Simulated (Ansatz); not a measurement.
# C2H10Si2: basis-set convergence

One table from this session's results is given with a row withheld; the runs are named, their logs left out.

Method: one geometry, several basis sets; program: Ansatz 0.2.0, Gaussian basis.

Levels to be run: PBE0-D4/def2-SVP; ωB97M-V/def2-SVP; PBE0-D4/def2-QZVPP; ωB97M-V/def2-QZVPP; the functionals' def2-TZVPP values are taken from earlier runs.

**The relaxed structure**

The geometry comes from an earlier relaxation with PBE0-D4 in a triple-zeta def2 set; it is a stationary point, not always the lowest conformer.

SMILES `CC[SiH2][SiH3]`, 14 atoms, charge 0, spin multiplicity 1.

Atoms are counted from 1 here; the program's logs count them from 0.

Bond lengths: C1–C2 1.525 Å, C1–H5 1.093 Å, C1–H6 1.093 Å, C1–H7 1.093 Å, C2–Si3 1.883 Å, C2–H8 1.095 Å, C2–H9 1.095 Å, Si3–Si4 2.342 Å, Si3–H10 1.492 Å, Si3–H11 1.491 Å, Si4–H12 1.490 Å, Si4–H13 1.489 Å, Si4–H14 1.488 Å. Angles: C2–C1–H5 111.4°, C2–C1–H6 111.6°, C2–C1–H7 111.5°, H5–C1–H6 107.2°, H5–C1–H7 107.5°, H6–C1–H7 107.4°, C1–C2–Si3 113.7°, C1–C2–H8 110.5°, C1–C2–H9 110.4°, Si3–C2–H8 108.1°, Si3–C2–H9 107.7°, H8–C2–H9 106.1°, C2–Si3–Si4 111.8°, C2–Si3–H10 109.8°, C2–Si3–H11 110.3°, Si4–Si3–H10 108.5°, Si4–Si3–H11 108.6°, H10–Si3–H11 107.7° and more.

Set-up of the first run:

in.yaml

```yaml
crystal:
  periodic: [false, false, false]
  atoms:
    - {symbol: C, position_ang: [0.197993, 1.689631, 0.788563]}
    - {symbol: C, position_ang: [1.182663, 0.635880, 0.292005]}
    - {symbol: Si, position_ang: [0.467242, -1.105456, 0.242168]}
    - {symbol: Si, position_ang: [-1.395747, -1.240609, -1.171120]}
    - {symbol: H, position_ang: [-0.162563, 1.456664, 1.793867]}
    - {symbol: H, position_ang: [-0.678169, 1.758644, 0.138588]}
    - {symbol: H, position_ang: [0.656951, 2.680774, 0.825632]}
    - {symbol: H, position_ang: [1.538656, 0.886487, -0.712905]}
    - {symbol: H, position_ang: [2.071853, 0.611863, 0.931101]}
    - {symbol: H, position_ang: [0.053080, -1.521625, 1.613861]}
    - {symbol: H, position_ang: [1.496634, -2.074127, -0.232862]}
    - {symbol: H, position_ang: [-1.031792, -0.814062, -2.551411]}
    - {symbol: H, position_ang: [-2.497118, -0.358399, -0.695044]}
    - {symbol: H, position_ang: [-1.912684, -2.634866, -1.233444]}
basis:
  gaussian: {orbitals: def2-SVP}
hamiltonian: {xc: pbe0, dispersion: d4}
output: {orbitals: {seedname: orbitals}}
```

Among the steps run: PBE0-D4 in def2-SVP; ωB97M-V in def2-SVP; PBE0-D4 in def2-QZVPP; ωB97M-V in def2-QZVPP.

One of the session's tables, all rows but one given; the rest of the session is left out.

It belongs to the step «Density functionals: the series». 

```
functional       basis  HOMO (eV)  LUMO (eV)
   PBE0-D4    def2-SVP      -7.99       0.43
   PBE0-D4  def2-TZVPP          ?          ?
   PBE0-D4  def2-QZVPP      -7.95       0.02
   ωB97M-V    def2-SVP     -10.01       2.24
   ωB97M-V  def2-TZVPP     -10.01       1.79
   ωB97M-V  def2-QZVPP     -10.00       1.41
```

**Question.** Estimate the row for PBE0-D4, def2-TZVPP.

The run gave: HOMO (eV): -7.95; LUMO (eV): 0.15.
